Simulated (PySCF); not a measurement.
# C2H6SeSi2: the cost of one run

Programs: PySCF 2.14.0, with density-fitted response routines of our own. Each step states its level of theory. These are calculated values for one molecule in the gas phase, unless marked as measured. Atoms are numbered from 0 throughout.

### 1 Starting geometry

11 atoms, charge 0, multiplicity 1; geometry from: GFN2-xTB. The atoms were then displaced at random by about 0.01 Å, so the start is not that level's minimum.

Bonds of the start (Å): C0–C1 1.23, C1–Si2 1.85, Si2–Se3 2.26, Se3–Si4 2.30, C0–H5 1.02, Si2–H6 1.46, Si2–H7 1.49, Si4–H8 1.44, Si4–H9 1.46, Si4–H10 1.48.

### 2 Relaxing the molecule at PBE0-D3(BJ)/def2-SVP

Job settings and geometry (Å):

```
{"job": {"xc": "PBE0", "basis": "def2-SVP", "d3": "d3bj", "grid": 1, "shake": 0.01, "kind": "geom"}, "charge": 0, "multiplicity": 1}
C      1.916070    -1.942360     0.384630
C      1.660110    -0.744510     0.283400
Si     1.238140     1.045590     0.046020
Se    -0.527900     1.226130    -1.355060
Si    -2.171370     0.130980    -0.172850
H      2.103870    -2.939100     0.470020
H      0.904990     1.625720     1.347870
H      2.347400     1.745270    -0.651950
H     -3.343620     0.201200    -0.999830
H     -1.712160    -1.226090     0.098950
H     -2.377420     0.851350     1.102980
```

Launch:

```
OMP_NUM_THREADS=1 python probes_run.py task.json out
```

The driver reads the jobs from task.json and runs them one after another.

Q: Estimate the wall time and peak memory of this first job on 1 thread of Arm Neoverse V1, shared host.

About 87 s, with a peak of 0.53 GiB.
